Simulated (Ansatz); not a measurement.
# H12MgN2Si4: a ladder of functionals and wavefunction methods

How much do the methods differ for H12MgN2Si4? The plan is to run it at one geometry with functionals of several rungs and with coupled cluster. The yardstick is the atomisation energy at the CCSD(T) limit.

The runs use Ansatz 0.2.0, Gaussian basis; functionals in def2-TZVPP, the program's frozen cores in correlated methods.

The runs, in order: LDA (SPW92), PBE-D4, revPBE-D4, BLYP-D4, r2SCAN-D4, B97M-V, PBE0-D4, B3LYP-D4, r2SCANh-D4, r2SCAN0-D4, HSE06-D4, BHLYP-D4, CAM-B3LYP-D4, LC-ωPBE, ωB97X-V, ωB97M-V, B2PLYP, PBE-QIDH; CCSD(T)/def2-SVP; CCSD(T)/def2-TZVPP; MP2/def2-QZVPP; extrapolation to the limit; RPA on PBE.

**1. The relaxed structure**

The geometry comes from an earlier relaxation with PBE0-D4 in a triple-zeta def2 set; it is a stationary point, not always the lowest conformer.

SMILES `[SiH3][N]([SiH3])[Mg][N]([SiH3])[SiH3]`, 19 atoms, charge 0, spin multiplicity 1.

Atoms are counted from 1 here; the program's logs count them from 0.

Bond lengths: Si1–N2 1.710 Å, Si1–H8 1.492 Å, Si1–H9 1.492 Å, Si1–H10 1.492 Å, N2–Si3 1.700 Å, N2–Mg4 1.924 Å, Si3–H11 1.523 Å, Si3–H12 1.489 Å, Si3–H13 1.489 Å, Mg4–N5 1.924 Å, N5–Si6 1.710 Å, N5–Si7 1.700 Å, Si6–H14 1.492 Å, Si6–H15 1.492 Å, Si6–H16 1.492 Å, Si7–H17 1.523 Å, Si7–H18 1.489 Å, Si7–H19 1.489 Å. Angles: N2–Si1–H8 112.5°, N2–Si1–H9 112.5°, N2–Si1–H10 109.0°, H8–Si1–H9 107.0°, H8–Si1–H10 107.8°, H9–Si1–H10 107.8°, Si1–N2–Si3 128.8°, Si1–N2–Mg4 130.3°, Si3–N2–Mg4 100.9°, N2–Si3–H11 102.2°, N2–Si3–H12 116.2°, N2–Si3–H13 116.2°, H11–Si3–H12 106.6°, H11–Si3–H13 106.6°, H12–Si3–H13 108.0°, N2–Mg4–N5 179.9°, Mg4–N5–Si6 130.3°, Mg4–N5–Si7 100.9° and more.

Coordinates:

```xyz
19
H12MgN2Si4
Si    3.0522   -0.0297    1.2474
N     1.7855   -0.6542    0.2835
Si    1.7760   -2.0451   -0.6946
Mg   -0.0020   -0.0004    0.0019
N    -1.7884    0.6558   -0.2812
Si   -3.0492    0.0438   -1.2608
Si   -1.7874    2.0307    0.7192
H     3.4933   -0.9893    2.3015
H     4.2599    0.3223    0.4447
H     2.5793    1.2105    1.9279
H     0.3646   -2.0265   -1.2665
H     1.9311   -3.3471    0.0118
H     2.7058   -2.0379   -1.8580
H    -2.5744   -1.1914   -1.9491
H    -4.2641   -0.3118   -0.4707
H    -3.4794    1.0141   -2.3097
H    -0.3794    2.0055    1.2992
H    -2.7243    2.0027    1.8766
H    -1.9409    3.3438    0.0334
```

**2. LDA**

This LDA is Slater exchange with PW92 correlation.

File in.yaml:

```yaml
crystal:
  periodic: [false, false, false]
  atoms:
    - {symbol: Si, position_ang: [3.052173, -0.029677, 1.247351]}
    - {symbol: N, position_ang: [1.785511, -0.654235, 0.283452]}
    - {symbol: Si, position_ang: [1.775964, -2.045095, -0.694611]}
    - {symbol: Mg, position_ang: [-0.002027, -0.000374, 0.001895]}
    - {symbol: N, position_ang: [-1.788442, 0.655827, -0.281248]}
    - {symbol: Si, position_ang: [-3.049185, 0.043757, -1.260786]}
    - {symbol: Si, position_ang: [-1.787370, 2.030733, 0.719234]}
    - {symbol: H, position_ang: [3.493340, -0.989285, 2.301498]}
    - {symbol: H, position_ang: [4.259870, 0.322286, 0.444677]}
    - {symbol: H, position_ang: [2.579285, 1.210502, 1.927871]}
    - {symbol: H, position_ang: [0.364578, -2.026531, -1.266510]}
    - {symbol: H, position_ang: [1.931118, -3.347058, 0.011803]}
    - {symbol: H, position_ang: [2.705780, -2.037895, -1.858027]}
    - {symbol: H, position_ang: [-2.574373, -1.191388, -1.949082]}
    - {symbol: H, position_ang: [-4.264140, -0.311832, -0.470749]}
    - {symbol: H, position_ang: [-3.479351, 1.014052, -2.309684]}
    - {symbol: H, position_ang: [-0.379429, 2.005539, 1.299216]}
    - {symbol: H, position_ang: [-2.724291, 2.002675, 1.876643]}
    - {symbol: H, position_ang: [-1.940910, 3.343800, 0.033354]}
basis:
  gaussian: {orbitals: def2-TZVPP}
hamiltonian: {xc: lda}
output: {orbitals: {seedname: orbitals}}
```

The run is started by

```sh
> ansatz run in.yaml --threads 2 --pin off --events-out ev --progress --plain --max-ram 32768MiB --backend cuda --devices 0, --max-vram 18GiB
```

After this run come: PBE-D4 (GGA); revPBE-D4 (GGA); BLYP-D4 (GGA); r2SCAN-D4 (meta-GGA); B97M-V (meta-GGA); B3LYP-D4 (hybrid); r2SCANh-D4 (hybrid); r2SCAN0-D4 (hybrid); HSE06-D4 (hybrid); BHLYP-D4 (hybrid); CAM-B3LYP-D4 (range-separated); LC-ωPBE (range-separated); ωB97X-V (range-separated); ωB97M-V (range-separated); B2PLYP (double hybrid); PBE-QIDH (double hybrid); CCSD(T) in def2-SVP; CCSD(T) in def2-TZVPP; MP2 in def2-QZVPP; RPA on PBE orbitals.

Q: Predict the results of all the runs planned. Wanted: atomisation energy, CCSD(T)/CBS; farthest beyond LDA; mean size of error, GGA; mean size of error, meta-GGA; mean size of error, hybrid; mean size of error, range-separated; mean size of error, double hybrid; gap, smallest and largest; T1 diagnostic.

The runs gave:

| quantity | value |
| --- | --- |
| atomisation energy, CCSD(T)/CBS | 5925.9 kJ/mol |
| functionals within 29.6 kJ/mol (0.5 %) | B97M-V, CAM-B3LYP-D4, ωB97X-V |
| farthest beyond LDA | revPBE-D4 (-193.3 kJ/mol) |
| mean size of error, GGA | 132.5 kJ/mol |
| mean size of error, meta-GGA | 40.8 kJ/mol |
| mean size of error, hybrid | 101.2 kJ/mol |
| mean size of error, range-separated | 44.7 kJ/mol |
| mean size of error, double hybrid | 130.8 kJ/mol |
| gap, smallest and largest | 3.67 eV (LDA (SPW92)), 10.62 eV (LC-ωPBE) |
| T1 diagnostic | 0.0113 |
| triples share of the correlation energy | 3.3 % |

**Reading.** LDA overbinds by 560.3 kJ/mol (9 %). PBE-D4 misses by -105.9 kJ/mol. Double hybrids carry the basis error of their MP2 part in triple zeta, and no dispersion term here, so their miss is partly the set-up's. By mean error the best rung here is meta-GGA (40.8 kJ/mol) and the worst beyond LDA is GGA (132.5 kJ/mol). The gap between the best rungs is small, so their order is not settled. Misses under about 29.6 kJ/mol are within the doubt on the reference itself, which lacks core-valence correlation, relativity and higher excitations. Hartree-Fock recovers 73 % of the binding; the rest is correlation. CCSD(T) in def2-SVP is off by -491.4 kJ/mol, worse than the median functional, from the basis alone. Orbital gaps span 3.7 to 10.6 eV; exact exchange widens them. Correlated methods include outer-core shells of Mg, which these sets cover unevenly.
